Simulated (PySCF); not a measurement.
# Eu(NH2)2: other functionals and bases at one geometry

The task here is to estimate one member of a computed series from the others.

Computed with PySCF 2.14.0. Level: several levels, as the steps say, no spin–orbit coupling.

1 further run of the same task is left out (for a known fault of the program).

## Where the work starts

7 atoms, charge 0, spin multiplicity 1.

Bond lengths: Eu1–N2 2.301 Å, Eu1–N5 2.301 Å, N2–H3 1.022 Å, N2–H4 1.023 Å, N5–H6 1.023 Å, N5–H7 1.022 Å. Angles: N2–Eu1–N5 114.5°, Eu1–N2–H3 131.8°, Eu1–N2–H4 124.1°, H3–N2–H4 104.1°, Eu1–N5–H6 124.1°, Eu1–N5–H7 131.8°, H6–N5–H7 104.1°.

Geometry (Å):

```xyz
7
charge 0, multiplicity 1
Eu    0.0000   -0.8891   -0.1308
N     1.9346   -0.0257    0.7661
H     2.9198   -0.2181    0.5739
H     1.9588    0.6859    1.5002
N    -1.9346   -0.0257    0.7661
H    -1.9588    0.6859    1.5002
H    -2.9198   -0.2181    0.5739
```

Formal oxidation states: Eu +2. Each metal's 7 4f electrons lie in its core potential, so multiplicities, spins and levels count the valence alone. An earlier session relaxed this geometry at PBE0, Eu lcecp-0-SVP with ECP53, N def2-SVP, H def2-SVP (singlet, point group C2v).

At PBE0 on the finer grid: E = -141.079642 Eh, frontier levels not given, since the 4f levels lie in the core, Mulliken charge on Eu1 +0.72 e, largest force component 0.002 eV/Å. 

Levels to run: TPSSh; BLYP; PBE0, TZVP. Hardware: 2 threads of Intel Xeon 6975P-C (Granite Rapids), shared host.

Set-up of the first run:

run.py (the lines that set the calculation)

```python
mol = gto.M(atom='''
Eu     0.00000    -0.88915    -0.13080
N      1.93460    -0.02570     0.76610
H      2.91982    -0.21808     0.57393
H      1.95885     0.68586     1.50018
N     -1.93460    -0.02570     0.76610
H     -1.95885     0.68586     1.50018
H     -2.91982    -0.21808     0.57393''',
    basis={'Eu': 'lcecp-0-SVP', 'N': 'def2-SVP', 'H': 'def2-SVP'},
    ecp={'Eu': 'lcecp-0-SVP'},
    charge=0, spin=0)
mf = dft.RKS(mol, xc='TPSSH')
mf.grids.atom_grid = (75, 302)  # f atoms: unpruned, at least (60, 302)
mf = mf.density_fit()  # fitting sets: Eu AutoAux, N def2-universal-JKFIT, H def2-universal-JKFIT
mf.conv_tol = 1e-08; mf.max_cycle = 55
mf.kernel(dm0)  # dm0: the density of the relaxed state
```

On the command line:

```console
$ OMP_NUM_THREADS=2 python run.py
```

Steps of the session up to this table: TPSSh; BLYP; PBE0, TZVP.

One table of the session follows, with a row left open; its other results are not shown here.

| level | charge on Eu1 (e) | dipole (D) | largest force component (eV/Å) |
| --- | --- | --- | --- |
| PBE0 (relaxed here) | 0.72 | 5.02 | 0.00 |
| TPSSh | ? | ? | ? |
| BLYP | 0.55 | 4.61 | 0.44 |
| PBE0, TZVP | 1.16 | 5.44 | 0.31 |

Q: Estimate the row for TPSSh from the others.

**Answer.** charge on Eu1 (e): 0.70; dipole (D): 4.97; largest force component (eV/Å): 0.18. In the column «charge on Eu1 (e)» it lies between BLYP (0.55) and PBE0 (relaxed here) (0.72).

The largest leftover force, 0.44 eV/Å with BLYP, stands at a geometry relaxed at another level. With 4f in the core, its levels are missing from HOMO and gap, and its count is fixed, so no charge can pass from the ligands into it. Total energies of different levels can't be compared.
